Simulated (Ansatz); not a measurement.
# Si2AsH7: a ladder of functionals and wavefunction methods

How much do the methods differ for Si2AsH7? The plan is to run it at one geometry with functionals of several rungs and with coupled cluster. The yardstick is the atomisation energy at the CCSD(T) limit.

Computed with Ansatz 0.2.0, Gaussian basis. Level: functionals in def2-TZVPP, the program's frozen cores in correlated methods.

The runs, in order: LDA (SPW92), PBE-D4, revPBE-D4, BLYP-D4, r2SCAN-D4, B97M-V, PBE0-D4, B3LYP-D4, r2SCANh-D4, r2SCAN0-D4, HSE06-D4, BHLYP-D4, CAM-B3LYP-D4, LC-ωPBE, ωB97X-V, ωB97M-V, B2PLYP, PBE-QIDH; CCSD(T)/def2-SVP; CCSD(T)/def2-TZVPP; MP2/def2-QZVPP; extrapolation to the limit; RPA on PBE.

### 1 The relaxed structure

The geometry comes from an earlier relaxation with PBE0-D4 in a triple-zeta def2 set; it is a stationary point, not always the lowest conformer.

SMILES `[SiH3][AsH][SiH3]`, 10 atoms, charge 0, spin multiplicity 1.

Atoms are counted from 1 here; the program's logs count them from 0.

Bond lengths: Si1–As2 2.360 Å, Si1–H4 1.486 Å, Si1–H5 1.486 Å, Si1–H6 1.487 Å, As2–Si3 2.360 Å, As2–H7 1.524 Å, Si3–H8 1.486 Å, Si3–H9 1.486 Å, Si3–H10 1.487 Å. Angles: As2–Si1–H4 107.6°, As2–Si1–H5 108.9°, As2–Si1–H6 113.2°, H4–Si1–H5 109.0°, H4–Si1–H6 109.0°, H5–Si1–H6 109.1°, Si1–As2–Si3 93.2°, Si1–As2–H7 92.8°, Si3–As2–H7 92.8°, As2–Si3–H8 107.6°, As2–Si3–H9 108.9°, As2–Si3–H10 113.2°, H8–Si3–H9 109.0°, H8–Si3–H10 109.0°, H9–Si3–H10 109.1°.

### 2 LDA

This LDA is Slater exchange with PW92 correlation.

Contents of in.yaml:

```yaml
crystal:
  periodic: [false, false, false]
  atoms:
    - {symbol: Si, position_ang: [-1.059926, 0.881150, -1.025995]}
    - {symbol: As, position_ang: [0.761355, -0.616339, -1.136800]}
    - {symbol: Si, position_ang: [0.753854, -1.008186, 1.190902]}
    - {symbol: H, position_ang: [-2.288308, 0.077959, -0.791257]}
    - {symbol: H, position_ang: [-1.184501, 1.585921, -2.328338]}
    - {symbol: H, position_ang: [-0.925772, 1.887274, 0.060217]}
    - {symbol: H, position_ang: [1.786272, 0.504901, -1.019816]}
    - {symbol: H, position_ang: [-0.410206, -1.880602, 1.495736]}
    - {symbol: H, position_ang: [2.003357, -1.721072, 1.563528]}
    - {symbol: H, position_ang: [0.647076, 0.237894, 1.994723]}
basis:
  gaussian: {orbitals: def2-TZVPP}
hamiltonian: {xc: lda}
output: {orbitals: {seedname: orbitals}}
```

Run with:

```
> ansatz run in.yaml --threads 4 --pin off --events-out ev --progress --plain --max-ram 10444MiB
```

The runs that follow: PBE-D4 (GGA); revPBE-D4 (GGA); BLYP-D4 (GGA); r2SCAN-D4 (meta-GGA); B97M-V (meta-GGA); PBE0-D4 (hybrid); B3LYP-D4 (hybrid); r2SCANh-D4 (hybrid); r2SCAN0-D4 (hybrid); HSE06-D4 (hybrid); BHLYP-D4 (hybrid); CAM-B3LYP-D4 (range-separated); LC-ωPBE (range-separated); ωB97X-V (range-separated); ωB97M-V (range-separated); B2PLYP (double hybrid); PBE-QIDH (double hybrid); CCSD(T) in def2-SVP; CCSD(T) in def2-TZVPP; MP2 in def2-QZVPP; RPA on PBE orbitals.

**Question.** What will the summary of the whole plan be? Wanted: atomisation energy, CCSD(T)/CBS; farthest beyond LDA; mean size of error, GGA; mean size of error, meta-GGA; mean size of error, hybrid; mean size of error, range-separated; mean size of error, double hybrid; gap, smallest and largest; T1 diagnostic.

**Answer**, as computed:

```
                               quantity                                                                                 value
        atomisation energy, CCSD(T)/CBS                                                                             28.586 eV
    functionals within 0.286 eV (1.0 %)  r2SCAN-D4, B97M-V, B3LYP-D4, r2SCANh-D4, r2SCAN0-D4, BHLYP-D4, CAM-B3LYP-D4, ωB97M-V
                    farthest beyond LDA                                                                 revPBE-D4 (-0.765 eV)
                mean size of error, GGA                                                                              0.494 eV
           mean size of error, meta-GGA                                                                              0.119 eV
             mean size of error, hybrid                                                                              0.272 eV
    mean size of error, range-separated                                                                              0.293 eV
      mean size of error, double hybrid                                                                              0.549 eV
              gap, smallest and largest                                             5.37 eV (LDA (SPW92)), 11.87 eV (LC-ωPBE)
                          T1 diagnostic                                                                                0.0116
triples share of the correlation energy                                                                                 3.5 %
```

**Reading.** The LDA atomisation energy is off by 2.974 eV (10 %): it overbinds. PBE-D4 misses by -0.426 eV. Double hybrids carry the basis error of their MP2 part in triple zeta, and no dispersion term here, so their miss is partly the set-up's. The rungs meta-GGA, hybrid miss on average by less than the doubt on the reference (0.286 eV), so they tie. Misses under about 0.286 eV are within the doubt on the reference itself, which lacks core-valence correlation, relativity and higher excitations, and its outer-core shells are covered unevenly. Hartree-Fock recovers 74 % of the binding; the rest is correlation. CCSD(T) in def2-SVP is off by -2.253 eV, which most functionals beat. Orbital gaps span 5.4 to 11.9 eV; exact exchange widens them. Correlated methods include outer-core shells of As, which these sets cover unevenly.
